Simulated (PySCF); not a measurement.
# Changing the system itself: CaN (quartet)

Aim: change spin, charge, geometry, field or solvent of CaN (quartet), one at a time, and compare with the base run.

Method: method and basis as typed in the scripts; program: PySCF 2.14.0.

5 further runs of the same task are left out: 5 that didn't finish.

## Step 1: Starting geometry

CaN (quartet): 2 atoms, charge 0, spin multiplicity 4.

Bond lengths: Ca1–N2 2.245 Å.

## Step 2: Base script

input.py reads:

```python
from pyscf import gto, scf, cc

mol = gto.M(
    atom='Ca 0 0 0; N 0 0 2.245',
    basis='def2-svp',
    charge=0,
    spin=3,
    symmetry=True,
    verbose=4,
)
mf = scf.UHF(mol)
mf.kernel()
mycc = cc.CCSD(mf)
mycc.kernel()
e = mycc.eaccsd(nroots=6)[0]
print('roots (eV) =', (e*27.211386).round(3))
mf.dip_moment()
print('orbital energies (hartree):', [e[max(0, n-3):n+3].round(4) for e, n in zip(mf.mo_energy, mol.nelec)])
```

Started as:

```sh
$ python input.py
```

The log of this run is left out.

Base result: E(SCF) = -730.993782 Eh, 13 cycles, E(CCSD) − E(SCF) = -0.23458 Eh, ⟨S²⟩ = 3.761, μ = 4.58 D, attachment roots -0.700, 0.855, 1.354, 1.354, 1.599 eV.

The bond length is a typed value, not an optimised one. Positive EA roots mean that the added electron is unbound. The quartet is typed in the script; nothing here shows that it is the ground state.

## Step 3: Bond 2.402 Å

Run 1 changes bond length: 2.245 Å → 2.402 Å.

input.py reads:

```python
from pyscf import gto, scf, cc

mol = gto.M(
    atom='Ca 0 0 0; N 0 0 2.402',
    basis='def2-svp',
    charge=0,
    spin=3,
    symmetry=True,
    verbose=4,
)
mf = scf.UHF(mol)
mf.kernel()
mycc = cc.CCSD(mf)
mycc.kernel()
e = mycc.eaccsd(nroots=6)[0]
print('roots (eV) =', (e*27.211386).round(3))
mf.dip_moment()
print('orbital energies (hartree):', [e[max(0, n-3):n+3].round(4) for e, n in zip(mf.mo_energy, mol.nelec)])
```

Started as:

```sh
$ python input.py
```

## Step 4: Bond 2.312 Å

Run 2 changes bond length: 2.245 Å → 2.312 Å.

input.py, as its differences from that of step 2:

```diff
@@ -3,3 +3,3 @@
 mol = gto.M(
-    atom='Ca 0 0 0; N 0 0 2.245',
+    atom='Ca 0 0 0; N 0 0 2.312',
     basis='def2-svp',
```

## Step 5: PCM, ε = 78.36

Run 3 changes solvent: none (gas phase) → PCM, ε = 78.36; step after the SCF: eomea → analyze.

input.py reads:

```python
from pyscf import gto, scf, solvent

mol = gto.M(
    atom='Ca 0 0 0; N 0 0 2.245',
    basis='def2-svp',
    charge=0,
    spin=3,
    symmetry=True,
    verbose=4,
)
mf = scf.UHF(mol)
mf = solvent.PCM(mf)
mf.with_solvent.eps = 78.36
mf.kernel()
mf.analyze()
print('orbital energies (hartree):', [e[max(0, n-3):n+3].round(4) for e, n in zip(mf.mo_energy, mol.nelec)])
```

## Step 6: Electric field 0.2 a.u.

Run 4 changes electric field: none → 0.2 a.u.; point-group symmetry: on → off.

input.py, as its differences from that of step 2:

```diff
@@ -7,3 +7,2 @@
     spin=3,
-    symmetry=True,
     verbose=4,
@@ -11,2 +10,6 @@
 mf = scf.UHF(mol)
+h = mf.get_hcore() + 0.2*mol.intor('int1e_r')[2]  # electric field along z, atomic units
+mf.get_hcore = lambda *args: h
+e_nuc = mol.energy_nuc() - 0.2*mol.atom_charges() @ mol.atom_coords()[:, 2]
+mf.energy_nuc = lambda *args: e_nuc
 mf.kernel()
```

## Step 7: Sextet

Run 5 changes spin (2S): 3 → 5.

input.py, as its differences from that of step 2:

```diff
@@ -6,3 +6,3 @@
     charge=0,
-    spin=3,
+    spin=5,
     symmetry=True,
```

## Step 8: Electric field 0.005 a.u.

Run 6 changes electric field: none → 0.005 a.u.; point-group symmetry: on → off.

input.py, as its differences from that of step 2:

```diff
@@ -7,3 +7,2 @@
     spin=3,
-    symmetry=True,
     verbose=4,
@@ -11,2 +10,6 @@
 mf = scf.UHF(mol)
+h = mf.get_hcore() + 0.005*mol.intor('int1e_r')[2]  # electric field along z, atomic units
+mf.get_hcore = lambda *args: h
+e_nuc = mol.energy_nuc() - 0.005*mol.atom_charges() @ mol.atom_coords()[:, 2]
+mf.energy_nuc = lambda *args: e_nuc
 mf.kernel()
```

Before running it: what results should come out? Wanted: for each run, E(SCF); from base; gap, α spin; SCF dipole; after the SCF.

As calculated:

```tsv
run	E(SCF) (hartree)	from base (eV)	cycles	gap, α spin (eV)	SCF dipole (D)	after the SCF
base	-730.993782	0	13	7.42	4.58	CCSD correlation -6.383 eV, first root -0.70 eV
bond 2.402 Å	-730.993331	+0.0123	13	7.46	4.96	CCSD correlation -6.410 eV, first root -0.73 eV
bond 2.312 Å	-730.994365	-0.0159	13	7.43	4.76	CCSD correlation -6.391 eV, first root -0.72 eV
PCM, ε = 78.36	-731.013747	-0.5433	13	7.33	5.45	n/a
electric field 0.2 a.u. (poor choice)	-732.557328	not comparable	19	4.66	49.01	CCSD correlation -4.999 eV, first root -4.79 eV
sextet	-730.845133	+4.0449	13	2.29	2.08	CCSD correlation -5.413 eV, first root -2.86 eV
electric field 0.005 a.u.	-730.985625	+0.2220	14	7.51	3.72	CCSD correlation -6.410 eV, first root -0.75 eV
```

**Reading.** The largest comparable shift of the SCF energy, +4.045 eV, comes with the run “sextet”. A continuum solvent with ε = 78.36 lowers the energy by 0.543 eV. The sextet solution found lies 4.04 eV above the base quartet at this geometry and level. Rows marked «poor choice» come from settings spoiled on purpose.
